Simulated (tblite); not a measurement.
# C6H8BBrO2: the cost of one run

Programs: tblite 0.8.0 and PySCF 2.14.0, with density-fitted response routines of our own. Each step states its level of theory. These are calculated values for one molecule in the gas phase, unless marked as measured. Atoms count from 0, in the outputs and in this text.

## Step 1: The molecule as given

18 atoms, charge 0, multiplicity 1; geometry from: force field or distance geometry start.

Bonds of the start (Å): C0–C1 1.33, C1–C2 1.49, C1–C3 1.44, C3–C4 1.34, C4–O5 1.38, O5–C6 1.41, C6–B7 1.59, B7–Br8 2.02, C6–O9 1.43, O9–C3 1.41, C0–H10 1.09, C0–H11 1.08, C2–H12 1.11, C2–H13 1.11, C2–H14 1.12, C4–H15 1.08, C6–H16 1.08, B7–H17 1.18.

## Step 2: Relaxing the molecule with GFN2-xTB

What the job is given:

```
{"job": {"kind": "relax", "xc": "GFN2-xTB", "basis": "xTB"}, "charge": 0, "multiplicity": 1}
C      0.098900     2.118600    -1.125300
C      0.615400     0.892400    -1.097200
C      1.703700     0.593300    -2.065200
C      0.118900    -0.040700    -0.126600
C      0.475300    -1.304400     0.117000
O     -0.269500    -1.855400     1.143400
C     -1.416900    -1.042000     1.270500
B     -1.914000    -0.939400     2.773300
Br    -1.104200    -2.267700     4.063400
O     -0.896900     0.207200     0.819300
H     -0.698300     2.366700    -0.425000
H      0.474200     2.813100    -1.859000
H      2.672000     0.921600    -1.637900
H      1.783300    -0.477400    -2.336200
H      1.551800     1.169800    -3.010800
H      1.238500    -1.853400    -0.411800
H     -2.237200    -1.399000     0.657400
H     -2.203700     0.103100     3.238800
```

The run is started by

```sh
$ OMP_NUM_THREADS=1 python probes_run.py task.json out
```

This one command runs all jobs of the session in turn.

**Question.** How long does this first job take on 1 thread of Arm Neoverse N1, shared host, and how much memory does it need?

About 1.1 s, with a peak of 0.18 GiB.
